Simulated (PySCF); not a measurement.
# NiN₅H₁₅ (+2): ligand-field states, spin distribution, part 1 of 2

Wanted: ligand-field states, spin distribution for NiN₅H₁₅ (+2).

Programs: PySCF 2.14.0, with routines of our own; each step states its level. All values are computed. Atoms count from 0.

### Step 1. The system as given

21 atoms, charge 2, states of the metal's open shell are computed; geometry from: model start, shaken.

### Step 2. Relaxing the molecule at PBE0-D3(BJ)/def2-SVP

Job settings and geometry (Å):

```
{"job": {"xc": "PBE0", "basis": "def2-SVP", "d3": "d3bj", "grid": 1, "maxiter": 45, "solvent": "water", "kind": "geom"}, "charge": 2, "metal": "Ni", "open_shell": "d8"}
Ni     0.000020     0.004480    -0.004110
N     -0.013360    -0.006820     2.045130
H      0.943260     0.020100     2.442950
H     -0.480490     0.823450     2.455690
H     -0.469600    -0.830060     2.449900
N      0.010430    -0.020160    -2.066860
H     -0.970880    -0.019340    -2.477960
H      0.467650     0.797090    -2.446270
H      0.473530    -0.818910    -2.488090
N      2.051920    -0.000730     0.001700
H      2.427380     0.935190    -0.014680
H      2.438200    -0.455270     0.803990
H      2.449850    -0.457910    -0.824860
N     -1.031680     1.785670     0.000960
H     -1.243540     2.123200     0.962740
H     -0.541610     2.543000    -0.469390
H     -1.941560     1.744010    -0.459750
N     -1.047990    -1.782890     0.008650
H     -1.228000    -2.111810     0.941360
H     -1.921930    -1.692420    -0.481310
H     -0.515350    -2.537060    -0.469270
```

Run with:

```bash
$ OMP_NUM_THREADS=1 python lf_run.py task.json out
```

One launch serves the whole session: the jobs run in the order shown.

The log of the run:

```text
step   0  E = -1790.04620979  max force = 0.036990
step   1  E = -1790.05480556  max force = 0.008015
step   2  E = -1790.05632511  max force = 0.004726
step   3  E = -1790.05828227  max force = 0.004929
step   4  E = -1790.05946769  max force = 0.007545
step   5  E = -1790.06025034  max force = 0.005569
step   6  E = -1790.06105568  max force = 0.006688
step   7  E = -1790.06208973  max force = 0.006912
step   8  E = -1790.06323549  max force = 0.008069
step   9  E = -1790.06397522  max force = 0.007774
step  10  E = -1790.06455480  max force = 0.003355
step  11  E = -1790.06476621  max force = 0.001952
step  12  E = -1790.06489055  max force = 0.002233
step  13  E = -1790.06494582  max force = 0.000777
step  14  E = -1790.06497216  max force = 0.000567
step  15  E = -1790.06499817  max force = 0.000846
step  16  E = -1790.06502401  max force = 0.001015
step  17  E = -1790.06504906  max force = 0.000676
step  18  E = -1790.06507102  max force = 0.000780
step  19  E = -1790.06509830  max force = 0.000843
step  20  E = -1790.06514633  max force = 0.001532
step  21  E = -1790.06522183  max force = 0.002023
step  22  E = -1790.06527531  max force = 0.001710
step  23  E = -1790.06531700  max force = 0.000576
step  24  E = -1790.06532720  max force = 0.000463
step  25  E = -1790.06533456  max force = 0.000470
step  26  E = -1790.06533915  max force = 0.000474
step  27  E = -1790.06534424  max force = 0.000469
step  28  E = -1790.06534725  max force = 0.000442
optimisation converged
```

It took 27 min on 1 thread of Arm Neoverse V2, shared host; peak memory 1.8 GiB.

The steps of the relaxation:

```
step  energy from step 0 (eV)  largest force component (eV/Å)
   0                   0.0000                          1.9021
   1                  -0.2339                          0.4121
   2                  -0.2753                          0.2430
   3                  -0.3285                          0.2535
   4                  -0.3608                          0.3880
   5                  -0.3821                          0.2864
   6                  -0.4040                          0.3439
   7                  -0.4321                          0.3554
   8                  -0.4633                          0.4149
   9                  -0.4834                          0.3998
  10                  -0.4992                          0.1725
  11                  -0.5049                          0.1004
  12                  -0.5083                          0.1148
  13                  -0.5098                          0.0400
  14                  -0.5106                          0.0292
  15                  -0.5113                          0.0435
  16                  -0.5120                          0.0522
  17                  -0.5126                          0.0348
  18                  -0.5132                          0.0401
  19                  -0.5140                          0.0433
  20                  -0.5153                          0.0788
  21                  -0.5173                          0.1040
  22                  -0.5188                          0.0879
  23                  -0.5199                          0.0296
  24                  -0.5202                          0.0238
  25                  -0.5204                          0.0242
  26                  -0.5205                          0.0244
  27                  -0.5207                          0.0241
  28                  -0.5208                          0.0227
```

Close pairs (by a distance rule), those that changed most:

```
   bond  before (Å)  after (Å)  change (Å)
 Ni0–N1       2.049      2.111      +0.062
 Ni0–N9       2.052      2.103      +0.051
Ni0–N13       2.058      2.103      +0.045
  N5–H6       1.064      1.021      -0.043
 Ni0–N5       2.063      2.104      +0.041
 N9–H11       1.000      1.022      +0.022
N13–H14       1.041      1.021      -0.020
N17–H20       1.040      1.021      -0.018
```

The final coordinates are the input of the step that follows.

```
                         at the end point                value
  point group (found at 0.08 Å tolerance)                   C1
rotational constants (GHz, main isotopes)  2.029, 2.019, 1.545
                                     ⟨S²⟩                2.003
```

### Step 3. Ligand-field states: state-averaged CASSCF in water

Job settings and geometry (Å):

```
{"job": {"kind": "lf", "basis": {"metal": "x2c-TZVPall", "ligand": "x2c-SVPall"}, "nevpt": true, "solvent": "water"}, "charge": 2, "metal": "Ni", "open_shell": "d8"}
Ni     0.000000     0.000000     0.000000
N      2.087201     0.003086    -0.316312
H      2.446883    -0.852662    -0.742128
H      2.401508     0.766093    -0.918525
H      2.603570     0.114066     0.558384
N     -2.084477    -0.003552    -0.286589
H     -2.545773     0.861978    -0.002373
H     -2.337875    -0.142648    -1.267095
H     -2.554848    -0.750304     0.227538
N      0.004822    -2.090210    -0.228044
H      0.076621    -2.376696    -1.206690
H      0.792876    -2.533628     0.247292
H     -0.832668    -2.549119     0.133806
N      0.011447     2.090857    -0.224619
H      0.854220     2.525342     0.155141
H     -0.032767     2.380915    -1.203744
H     -0.772676     2.554195     0.237278
N     -0.025193     0.003301     2.063885
H      0.906907     0.005426     2.481578
H     -0.506587     0.817263     2.449796
H     -0.502230    -0.813547     2.449266
```

With the program's defaults for keys left out, this is: state-averaged CASSCF of the metal d shell, SC-NEVPT2 on the averaged canonical orbitals, state-interaction spin-orbit coupling.

The log of the run:

```text
basis functions 193, electrons 76, active (8e, 5o)
stage 1: DIIS on the effective Fock matrix, level shift 0.30
cycle   1  E = -1799.2543287553  dE = -1.799e+03  max|g| = 2.913e-01
cycle   2  E = -1799.7449756601  dE = -4.906e-01  max|g| = 3.131e-01
cycle   3  E = -1799.4782744868  dE =  2.667e-01  max|g| = 5.495e-01
cycle   4  E = -1799.7488416566  dE = -2.706e-01  max|g| = 1.677e-01
cycle   5  E = -1799.8730309474  dE = -1.242e-01  max|g| = 5.806e-02
cycle   6  E = -1799.8794106056  dE = -6.380e-03  max|g| = 5.140e-02
cycle   7  E = -1799.8816236760  dE = -2.213e-03  max|g| = 4.520e-02
cycle   8  E = -1799.8861022989  dE = -4.479e-03  max|g| = 4.134e-02
cycle   9  E = -1799.8863641583  dE = -2.619e-04  max|g| = 4.368e-02
cycle  10  E = -1799.8834616336  dE =  2.903e-03  max|g| = 6.223e-02
cycle  11  E = -1799.8769960618  dE =  6.466e-03  max|g| = 8.496e-02
cycle  12  E = -1799.8662063430  dE =  1.079e-02  max|g| = 1.076e-01
cycle  13  E = -1799.8461089657  dE =  2.010e-02  max|g| = 1.338e-01
cycle  14  E = -1799.8090526929  dE =  3.706e-02  max|g| = 1.543e-01
cycle  15  E = -1799.7422466247  dE =  6.681e-02  max|g| = 1.843e-01
stage 2: quasi-Newton rotations from the point of smallest gradient
cycle  17  E = -1799.8900411237  dE = -3.939e-03  max|g| = 1.160e-02
cycle  18  E = -1799.8901071566  dE = -6.603e-05  max|g| = 8.531e-03
cycle  19  E = -1799.8901342813  dE = -2.712e-05  max|g| = 7.161e-04
cycle  20  E = -1799.8901352942  dE = -1.013e-06  max|g| = 2.225e-04
cycle  21  E = -1799.8901354262  dE = -1.320e-07  max|g| = 5.321e-05
cycle  22  E = -1799.8901354397  dE = -1.356e-08  max|g| = 1.578e-05
cycle  23  E = -1799.8901354403  dE = -5.975e-10  max|g| = 4.292e-06
converged average energy = -1799.8901354403

 mult deg   label        CASSCF/cm-1   NEVPT2/cm-1
   3   1   3F                  0.0           0.0
   3   1   3F               5056.6        6909.7
   3   1   3F               5404.8        7377.0
   1   1   1D              16095.5       12832.1
   3   1   3F               9374.6       12966.2
   3   1   3F              10802.8       14077.9
   1   1   1D              18085.4       16121.5
   3   1   3F              12634.5       17313.1
   3   1   3F              12703.2       17419.1
   1   1   1D              22574.8       22533.9
   1   1   1D              22846.2       22903.2
   3   1   3P              25913.9       26655.7
   1   1   1G              27779.6       27343.3
   1   1   1D              26404.4       28062.8
   3   1   3P              28843.2       29715.5
   3   1   3P              29035.2       29937.5
   1   1   1G              30161.6       30316.1
   1   1   1G              33141.5       34312.3
   1   1   1G              33384.8       34560.5
   1   1   1G              35752.4       38169.3
   1   1   1G              36178.9       38742.7
   1   1   1G              36408.9       38885.4
   1   1   1G              36439.6       38996.7
   1   1   1G              37333.8       39924.3
   1   1   1S              69985.6       65277.9

spin-orbit levels / cm-1
      0.00  x1  3F 0.99
     15.33  x1  3F 0.99
     18.60  x1  3F 0.99
   6655.81  x1  3F 0.72 3F 0.26
   6764.42  x1  3F 0.73 3F 0.27
   7028.04  x1  3F 0.99
   7492.46  x1  3F 0.99
   7625.90  x1  3F 0.73 3F 0.26
   7750.69  x1  3F 0.72 3F 0.26
  12564.99  x1  1D 0.72 3F 0.17 3F 0.11
  12878.23  x1  3F 0.84 1D 0.08 3F 0.04
  12987.75  x1  3F 0.97
  13015.18  x1  3F 0.97
  14117.06  x1  3F 0.95
  14167.61  x1  3F 0.97
  14351.63  x1  3F 0.72 1D 0.18 3F 0.05
  16076.28  x1  1D 0.85 3F 0.09 3F 0.05
  17274.65  x1  3F 0.61 3F 0.38
  17504.51  x1  3F 0.48 3F 0.42 3F 0.07
  17563.05  x1  3F 0.93 3F 0.03
  17650.60  x1  3F 0.95
  17743.65  x1  3F 0.61 3F 0.38
  18138.38  x1  3F 0.46 3F 0.38 1D 0.12
  22567.61  x1  1D 0.95
  22919.10  x1  1D 0.95 3P 0.03
  26729.53  x1  3P 0.98
  26864.97  x1  3P 0.96
  26874.87  x1  3P 0.96 1D 0.03
  27459.37  x1  1G 0.92 1D 0.05
  27728.90  x1  1D 0.74 3P 0.09 3P 0.09
```

It took 21 s on 1 thread of Arm Neoverse V2, shared host; peak memory 0.98 GiB.

Key values:

```
             quantity     value
spin-orbit constant ζ  645 cm⁻¹
```

Powder susceptibility:

```
T (K)  χT (cm³ K/mol)  μ(eff)
    2           0.220    1.33
    5           0.546    2.09
   10           0.938    2.74
   20           1.188    3.08
   30           1.247    3.16
   50           1.280    3.20
   75           1.293    3.21
  100           1.300    3.22
  150           1.312    3.24
  200           1.322    3.25
  250           1.333    3.27
  300           1.343    3.28
```

The fields below are evaluated on a grid from the run's orbitals.

The spin density lies nearest to Ni0 94 %.

### Step 4. Spin distribution: unrestricted DFT, spin states

Settings changed since step 3:

```diff
@@ -1,2 +1,2 @@
-{"job": {"kind": "lf", "basis": {"metal": "x2c-TZVPall", "ligand": "x2c-SVPall"}, "nevpt": true, "solvent": "water"}, "charge": 2, "metal": "Ni", "open_shell": "d8"}
+{"job": {"kind": "spin", "xc": "BP86"}, "charge": 2, "metal": "Ni", "open_shell": "d8"}
 Ni     0.000000     0.000000     0.000000
```

With the program's defaults for keys left out, this is: unrestricted DFT energies of the spin multiplicities at one geometry, beside CASSCF and NEVPT2 of the metal shell.

The log of the run:

```text
multiplicity 3
final grid: 148584 points
cycle   1  E = -1803.5139216372  dE = -9.141e-02  |g| = 7.465e-02  |ddm| = 7.110e-01
cycle   2  E = -1803.5123404571  dE =  1.581e-03  |g| = 9.913e-02  |ddm| = 1.797e-01
cycle   3  E = -1803.5148409933  dE = -2.501e-03  |g| = 1.003e-01  |ddm| = 1.106e-01
cycle   4  E = -1803.5163493599  dE = -1.508e-03  |g| = 2.480e-02  |ddm| = 3.927e-02
cycle   5  E = -1803.5165162699  dE = -1.669e-04  |g| = 9.880e-03  |ddm| = 1.767e-02
cycle   6  E = -1803.5165436288  dE = -2.736e-05  |g| = 1.240e-03  |ddm| = 5.311e-03
cycle   7  E = -1803.5165440870  dE = -4.583e-07  |g| = 5.454e-04  |ddm| = 1.087e-03
converged SCF energy = -1803.5165440870
multiplicity 1
final grid: 148584 points
cycle   1  E = -1803.3507616787  dE = -1.050e-02  |g| = 4.633e-01  |ddm| = 1.533e+00
cycle   2  E = -1803.3247250578  dE =  2.604e-02  |g| = 7.191e-01  |ddm| = 1.593e+00
cycle   3  E = -1803.4386379828  dE = -1.139e-01  |g| = 5.058e-01  |ddm| = 5.311e-01
cycle   4  E = -1803.4701029726  dE = -3.146e-02  |g| = 2.878e-01  |ddm| = 2.675e-01
cycle   5  E = -1803.4854315546  dE = -1.533e-02  |g| = 1.095e-01  |ddm| = 1.406e-01
cycle   6  E = -1803.3570096246  dE =  1.284e-01  |g| = 3.912e-01  |ddm| = 1.527e+00
cycle   7  E = -1803.3595304173  dE = -2.521e-03  |g| = 3.806e-01  |ddm| = 1.107e-02
cycle   8  E = -1803.3657693510  dE = -6.239e-03  |g| = 3.533e-01  |ddm| = 8.012e-02
cycle   9  E = -1803.3684968311  dE = -2.727e-03  |g| = 3.449e-01  |ddm| = 2.181e-01
cycle  10  E = -1803.3629486073  dE =  5.548e-03  |g| = 3.651e-01  |ddm| = 1.396e-01
cycle  11  E = -1803.4761952063  dE = -1.132e-01  |g| = 2.092e-01  |ddm| = 1.523e+00
cycle  12  E = -1803.4871865382  dE = -1.099e-02  |g| = 9.271e-02  |ddm| = 1.289e-01
cycle  13  E = -1803.3586613305  dE =  1.285e-01  |g| = 3.877e-01  |ddm| = 1.521e+00
cycle  14  E = -1803.4780427246  dE = -1.194e-01  |g| = 1.934e-01  |ddm| = 1.524e+00
cycle  15  E = -1803.4872321941  dE = -9.189e-03  |g| = 8.928e-02  |ddm| = 1.168e-01
cycle  16  E = -1803.3614885425  dE =  1.257e-01  |g| = 3.767e-01  |ddm| = 1.524e+00
cycle  17  E = -1803.3624936510  dE = -1.005e-03  |g| = 3.707e-01  |ddm| = 1.941e-02
cycle  18  E = -1803.3603963369  dE =  2.097e-03  |g| = 3.808e-01  |ddm| = 1.746e-02
cycle  19  E = -1803.3599341326  dE =  4.622e-04  |g| = 3.829e-01  |ddm| = 1.987e-03
cycle  20  E = -1803.4833033391  dE = -1.234e-01  |g| = 1.467e-01  |ddm| = 1.524e+00
cycle  21  E = -1803.4254114089  dE =  5.789e-02  |g| = 2.241e-01  |ddm| = 1.173e+00
cycle  22  E = -1803.3580779855  dE =  6.733e-02  |g| = 3.899e-01  |ddm| = 9.981e-01
cycle  23  E = -1803.4110752264  dE = -5.300e-02  |g| = 2.619e-01  |ddm| = 7.902e-01
cycle  24  E = -1803.4780223803  dE = -6.695e-02  |g| = 1.955e-01  |ddm| = 1.272e+00
cycle  25  E = -1803.4823182297  dE = -4.296e-03  |g| = 1.561e-01  |ddm| = 5.264e-02
cycle  26  E = -1803.4860742737  dE = -3.756e-03  |g| = 1.126e-01  |ddm| = 7.905e-02
cycle  27  E = -1803.4867641326  dE = -6.899e-04  |g| = 9.866e-02  |ddm| = 3.872e-02
cycle  28  E = -1803.4873537400  dE = -5.896e-04  |g| = 9.139e-02  |ddm| = 2.802e-02
cycle  29  E = -1803.4880132956  dE = -6.596e-04  |g| = 7.715e-02  |ddm| = 2.955e-02
cycle  30  E = -1803.3610018708  dE =  1.270e-01  |g| = 3.776e-01  |ddm| = 1.523e+00
cycle  31  E = -1803.3613974192  dE = -3.955e-04  |g| = 3.758e-01  |ddm| = 3.345e-03
cycle  32  E = -1803.3613228338  dE =  7.459e-05  |g| = 3.758e-01  |ddm| = 9.403e-03
cycle  33  E = -1803.3593620048  dE =  1.961e-03  |g| = 3.839e-01  |ddm| = 4.638e-02
cycle  34  E = -1803.3574424686  dE =  1.920e-03  |g| = 3.911e-01  |ddm| = 1.076e-02
cycle  35  E = -1803.4863234786  dE = -1.289e-01  |g| = 8.726e-02  |ddm| = 1.514e+00
cycle  36  E = -1803.4117945969  dE =  7.453e-02  |g| = 2.495e-01  |ddm| = 1.395e+00
cycle  37  E = -1803.4859901743  dE = -7.420e-02  |g| = 9.769e-02  |ddm| = 1.380e+00
cycle  38  E = -1803.4843771160  dE =  1.613e-03  |g| = 1.318e-01  |ddm| = 1.111e-01
cycle  39  E = -1803.4820978216  dE =  2.279e-03  |g| = 1.231e-01  |ddm| = 2.783e-01
cycle  40  E = -1803.4852339406  dE = -3.136e-03  |g| = 1.110e-01  |ddm| = 1.385e-01
SCF not converged, last energy = -1803.4852339406
restart with level shift 0.25
final grid: 148584 points
cycle   1  E = -1803.4686655583  dE = -1.284e-01  |g| = 1.041e-01  |ddm| = 6.060e-01
cycle   2  E = -1803.4844805930  dE = -1.582e-02  |g| = 7.354e-02  |ddm| = 2.237e-01
cycle   3  E = -1803.4883542897  dE = -3.874e-03  |g| = 5.808e-02  |ddm| = 9.666e-02
cycle   4  E = -1803.4888677218  dE = -5.134e-04  |g| = 6.007e-02  |ddm| = 6.019e-02
cycle   5  E = -1803.4896694116  dE = -8.017e-04  |g| = 2.256e-02  |ddm| = 3.064e-02
cycle   6  E = -1803.4898667625  dE = -1.974e-04  |g| = 3.896e-03  |ddm| = 1.714e-02
cycle   7  E = -1803.4898912264  dE = -2.446e-05  |g| = 2.047e-03  |ddm| = 1.077e-02
cycle   8  E = -1803.4898996748  dE = -8.448e-06  |g| = 1.703e-03  |ddm| = 6.534e-03
cycle   9  E = -1803.4899033329  dE = -3.658e-06  |g| = 1.112e-03  |ddm| = 4.088e-03
cycle  10  E = -1803.4899049960  dE = -1.663e-06  |g| = 6.416e-04  |ddm| = 2.618e-03
cycle  11  E = -1803.4899058430  dE = -8.470e-07  |g| = 4.238e-04  |ddm| = 1.758e-03
level shift removed, Fock matrix diagonalised once more
converged SCF energy = -1803.4899058430
```

It took 2.2 min on 1 thread of Arm Neoverse V2, shared host; peak memory 1.3 GiB.

### Step 5. Spin distribution: unrestricted DFT, spin states

Settings changed since step 4:

```diff
@@ -1,2 +1,2 @@
-{"job": {"kind": "spin", "xc": "BP86"}, "charge": 2, "metal": "Ni", "open_shell": "d8"}
+{"job": {"kind": "spin", "xc": "TPSSh"}, "charge": 2, "metal": "Ni", "open_shell": "d8"}
 Ni     0.000000     0.000000     0.000000
```

Method: unrestricted DFT energies of the spin multiplicities at one geometry, beside CASSCF and NEVPT2 of the metal shell.

The log of the run:

```text
multiplicity 3
final grid: 148584 points
cycle   1  E = -1803.2652379042  dE = -5.714e-02  |g| = 1.068e-01  |ddm| = 5.128e-01
cycle   2  E = -1803.2547909840  dE =  1.045e-02  |g| = 2.589e-01  |ddm| = 1.490e-01
cycle   3  E = -1803.2678359178  dE = -1.304e-02  |g| = 4.258e-02  |ddm| = 1.024e-01
cycle   4  E = -1803.2682855705  dE = -4.497e-04  |g| = 9.087e-03  |ddm| = 2.850e-02
cycle   5  E = -1803.2683210601  dE = -3.549e-05  |g| = 5.524e-03  |ddm| = 9.298e-03
cycle   6  E = -1803.2683310349  dE = -9.975e-06  |g| = 4.542e-04  |ddm| = 4.099e-03
cycle   7  E = -1803.2683312008  dE = -1.659e-07  |g| = 3.011e-04  |ddm| = 8.134e-04
converged SCF energy = -1803.2683312008
multiplicity 1
final grid: 148584 points
cycle   1  E = -1803.2117625760  dE = -9.233e-02  |g| = 1.877e-01  |ddm| = 7.065e-01
cycle   2  E = -1803.0375907432  dE =  1.742e-01  |g| = 9.296e-01  |ddm| = 5.717e-01
cycle   3  E = -1803.2193778382  dE = -1.818e-01  |g| = 1.269e-01  |ddm| = 3.629e-01
cycle   4  E = -1803.2240829576  dE = -4.705e-03  |g| = 1.884e-02  |ddm| = 9.109e-02
cycle   5  E = -1803.2241891409  dE = -1.062e-04  |g| = 8.546e-03  |ddm| = 1.456e-02
cycle   6  E = -1803.2242129472  dE = -2.381e-05  |g| = 6.652e-04  |ddm| = 6.055e-03
cycle   7  E = -1803.2242130924  dE = -1.452e-07  |g| = 1.622e-04  |ddm| = 6.770e-04
converged SCF energy = -1803.2242130924
```

It took 88 s on 1 thread of Arm Neoverse V2, shared host; peak memory 1.2 GiB.

### Step 6. Spin distribution: unrestricted DFT, spin states

Settings changed since step 5:

```diff
@@ -1,2 +1,2 @@
-{"job": {"kind": "spin", "xc": "TPSSh"}, "charge": 2, "metal": "Ni", "open_shell": "d8"}
+{"job": {"kind": "spin", "xc": "B3LYP"}, "charge": 2, "metal": "Ni", "open_shell": "d8"}
 Ni     0.000000     0.000000     0.000000
```

Method: unrestricted DFT energies of the spin multiplicities at one geometry, beside CASSCF and NEVPT2 of the metal shell.

The log of the run:

```text
multiplicity 3
final grid: 148584 points
cycle   1  E = -1803.2981626346  dE = -5.630e-02  |g| = 1.005e-01  |ddm| = 5.492e-01
cycle   2  E = -1803.2923304425  dE =  5.832e-03  |g| = 1.982e-01  |ddm| = 1.654e-01
cycle   3  E = -1803.3020716907  dE = -9.741e-03  |g| = 4.309e-02  |ddm| = 8.762e-02
cycle   4  E = -1803.3025241604  dE = -4.525e-04  |g| = 5.411e-03  |ddm| = 2.427e-02
cycle   5  E = -1803.3025523733  dE = -2.821e-05  |g| = 4.155e-03  |ddm| = 9.477e-03
cycle   6  E = -1803.3025580938  dE = -5.721e-06  |g| = 3.751e-04  |ddm| = 3.707e-03
cycle   7  E = -1803.3025582927  dE = -1.989e-07  |g| = 1.514e-04  |ddm| = 7.763e-04
converged SCF energy = -1803.3025582927
multiplicity 1
final grid: 148584 points
cycle   1  E = -1803.2512395000  dE = -9.170e-02  |g| = 1.278e-01  |ddm| = 6.693e-01
cycle   2  E = -1803.2214626651  dE =  2.978e-02  |g| = 4.159e-01  |ddm| = 3.160e-01
cycle   3  E = -1803.2570556085  dE = -3.559e-02  |g| = 4.302e-02  |ddm| = 1.643e-01
cycle   4  E = -1803.2577063112  dE = -6.507e-04  |g| = 2.046e-02  |ddm| = 4.664e-02
cycle   5  E = -1803.2578380146  dE = -1.317e-04  |g| = 1.251e-02  |ddm| = 1.741e-02
cycle   6  E = -1803.2578823587  dE = -4.434e-05  |g| = 7.744e-04  |ddm| = 7.735e-03
cycle   7  E = -1803.2578832237  dE = -8.651e-07  |g| = 4.249e-04  |ddm| = 2.330e-03
converged SCF energy = -1803.2578832237
```

Run time: 57 s. Hardware: 1 thread of Arm Neoverse V2, shared host; peak memory 1.2 GiB.

(Continued in part 2 of 2.)
